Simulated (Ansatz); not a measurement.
# Ti2InC: the cost of one run

Program: Ansatz 0.2.0. Level of theory: DFT r2SCAN, scalar-relativistic, plane waves, PAW. These are calculated values, not measurements.

## Step 1: The system as given

Symmetry: P6_3/mmc, No. 194, hexagonal system. The conventional cell has a = 3.136 Å, b = 3.136 Å, c = 14.131 Å, α = 90.00°, β = 90.00°, γ = 120.00°. Ti (site symmetry 3m) is surrounded by 3 C at 2.13 Å. Around In (site symmetry -6m2) lie 6 Ti at 3.02 Å and 6 In at 3.14 Å. Around C (site symmetry -3m) lie 6 Ti at 2.13 Å.

Coordinates:

```
Ti In C
1.0
     3.13559    0.00000    0.00000
    -1.56779    2.71550    0.00000
     0.00000    0.00000   14.13051
Ti In C
4 2 2
Cartesian
  1.5678 0.9052 8.1782
  1.5678 0.9052 13.0176
  0.0000 1.8103 1.1129
  0.0000 1.8103 5.9523
  1.5678 0.9052 3.5326
  0.0000 1.8103 10.5979
  0.0000 0.0000 7.0653
  0.0000 0.0000 0.0000
```

The structure comes from the Materials Project (structure only).

(A quick probe on a coarse mesh, which set the mesh and smearing, is not shown.)

## Step 3: Full relaxation

Input file input.yaml:

```yaml
crystal:
  lattice:
    - [3.1355898063, 0.0, 0.0]
    - [-1.5677949031, 2.7155004281, 0.0]
    - [0.0, 0.0, 14.13051323]
  atoms:
    - { symbol: Ti, position: [0.66666667, 0.33333333, 0.57876047] }
    - { symbol: Ti, position: [0.66666667, 0.33333333, 0.92123953] }
    - { symbol: Ti, position: [0.33333333, 0.66666667, 0.07876047] }
    - { symbol: Ti, position: [0.33333333, 0.66666667, 0.42123953] }
    - { symbol: In, position: [0.66666667, 0.33333333, 0.25] }
    - { symbol: In, position: [0.33333333, 0.66666667, 0.75] }
    - { symbol: C, position: [0.0, 0.0, 0.5] }
    - { symbol: C, position: [0.0, 0.0, 0.0] }
basis:
  ecutwfc: 500
kpoints:
  mp_grid: { grid: [15, 15, 4] }
hamiltonian:
  xc: r2scan
scf:
  occupations: { method: gaussian, width: 0.1 }
output:
  forces: true
  stress: true
  eigenvalues: true
  write_density: true
  write_potential: true
  elf: true
  volumetric_format: npy
relax:
  adjacent_minimum: "off"
  f_tol: 0.005
  max_steps: 80
  cell: { stress_tol: 0.05 }
```

Started as:

```bash
$ ansatz run input.yaml --threads 4 --pin off --max-ram 10240MiB --backend cpu --events-out ev --progress --plain --runs-dir out
```

What time and memory should one allow on 4 threads of Intel Xeon at 2.50GHz (Skylake/Cascade Lake), shared host?

About 2.4 min, with a peak of 1.1 GiB.
